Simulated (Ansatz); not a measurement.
# SnCl2 (SMILES [Cl][Sn][Cl]) at HF/STO-3G

Aim: the energy change on altering one bond length of SnCl2 at HF/STO-3G, from 2 runs. 

Program for the calculation: Ansatz 0.2.0.

28 further runs of the same task are left out: 28 set aside as unsound or not needed.

### Step 1. The structure to begin with

The species is SnCl2 (3 atoms), meant as a singlet with charge 0. As SMILES, `[Cl][Sn][Cl]`. The shape comes from GFN2-xTB, which is rough for such elements, and wasn't checked as a minimum.

Bond lengths: Sn1–Cl2 2.378 Å, Sn1–Cl3 2.377 Å. Angles: Cl2–Sn1–Cl3 99.5°.

### Step 2. A single-point energy at HF/STO-3G

Input file job.yaml:

```yaml
crystal:
  periodic: [false, false, false]
  atoms:
    - symbol: Sn
      position_ang: [0.004910, -0.007160, -1.023740]
    - symbol: Cl
      position_ang: [1.812600, -0.019020, 0.521020]
    - symbol: Cl
      position_ang: [-1.817510, 0.026180, 0.502720]
basis:
  gaussian: {orbitals: STO-3G}
hamiltonian: {xc: hf}
accuracy: high
output: {orbitals: {seedname: orbitals}}
```

Launch:

```sh
$ ansatz run job.yaml --threads 1 --pin off --max-ram 2610MiB --events-out events.jsonl --progress --plain --runs-dir runs
```

Output:

```text
Warning: RAYON_NUM_THREADS=1 ignored (pool sized by the plan → 1); use --threads N
Functional definition: HF
  name "HF"
  exchange = exact_x
  correlation = 0
825 factors; integrals over basis functions are off by at most 1.5e-8 eV
mean field evaluation 1: about -187010.9793 eV, gradient 1.4e1 eV
mean field evaluation 2: about -187011.0447 eV, gradient 1.4e1 eV
mean field evaluation 4: about -187012.6066 eV, gradient 5.7e-1 eV
mean field evaluation 8: about -187012.6087 eV, gradient 1.8e-5 eV
mean field -187012.60871286 eV, -6872.5866084988 hartree, gradient 5.5e-9 eV, S^2 0.000000; 0 other end points of the search recorded, 0 dependent functions left out
reference -187012.60871286 eV, -6872.5866084988 hartree; 42, 42 occupied and 3, 3 virtual orbitals, 825 factors
Total energy: -187012.60871286 eV, -6872.5866084988 hartree
```

It took 0.54 s on 1 thread of AMD EPYC 9R45 (Zen 5), shared host; peak memory 0.13 GiB.

### Step 3. The distorted shape

Input file job.yaml:

```yaml
crystal:
  periodic: [false, false, false]
  atoms:
    - symbol: Sn
      position_ang: [-0.537394, -0.003602, -1.487165]
    - symbol: Cl
      position_ang: [1.812600, -0.019020, 0.521020]
    - symbol: Cl
      position_ang: [-2.359814, 0.029738, 0.039295]
basis:
  gaussian: {orbitals: STO-3G}
hamiltonian: {xc: hf}
accuracy: high
magnetization: {spin_polarized: false, initial_magnetization: 0}
output: {orbitals: {seedname: orbitals}}
```

Launch:

```sh
$ ansatz run job.yaml --threads 1 --pin off --max-ram 2610MiB --events-out events.jsonl --progress --plain --runs-dir runs
```

Output:

```text
Warning: RAYON_NUM_THREADS=1 ignored (pool sized by the plan → 1); use --threads N
[... 4 set-up lines as earlier in the session ...]
803 factors; integrals over basis functions are off by at most 9.0e-9 eV
mean field evaluation 1: about -187007.5415 eV, gradient 1.4e1 eV
mean field evaluation 2: about -187007.5981 eV, gradient 1.4e1 eV
mean field evaluation 4: about -187010.2146 eV, gradient 8.3e-1 eV
mean field evaluation 8: about -187010.2218 eV, gradient 5.9e-5 eV
mean field evaluation 16: about -186999.5676 eV, gradient 1.3e1 eV
mean field -187010.22181784 eV, -6872.4988917245 hartree, gradient 2.7e-8 eV, S^2 0.000000; 0 other end points of the search recorded, 0 dependent functions left out
reference -187010.22181784 eV, -6872.4988917245 hartree; 42, 42 occupied and 3, 3 virtual orbitals, 803 factors
Total energy: -187010.22181784 eV, -6872.4988917245 hartree
```

Wall time 0.52 s (1 thread of AMD EPYC 9R45 (Zen 5), shared host); peak memory 0.12 GiB.

### Step 4. What came out

Level: HF/STO-3G.

```
                                                           quantity           value
                                          first shape: total energy  -6872.58661 Eh
                                           first shape: HOMO energy        -7.09 eV
                                           first shape: LUMO energy         2.71 eV
                                         first shape: HOMO–LUMO gap         9.81 eV
                                      distorted shape: total energy  -6872.49889 Eh
                                       distorted shape: HOMO energy        -6.83 eV
                                       distorted shape: LUMO energy         1.74 eV
                                     distorted shape: HOMO–LUMO gap         8.57 eV
energy change with the Sn1–Cl2 bond stretched from 2.378 to 3.091 Å        2.387 eV
```

With the Sn1–Cl2 bond stretched from 2.378 to 3.091 Å the energy rises by 2.39 eV (55 kcal/mol). The first shape isn't relaxed at this level, so the change isn't measured from a minimum. The minimal basis adds a large error of its own. Relativity is left out (first shape) although the molecule holds a heavy atom. Relativity is left out (distorted shape) although the molecule holds a heavy atom.
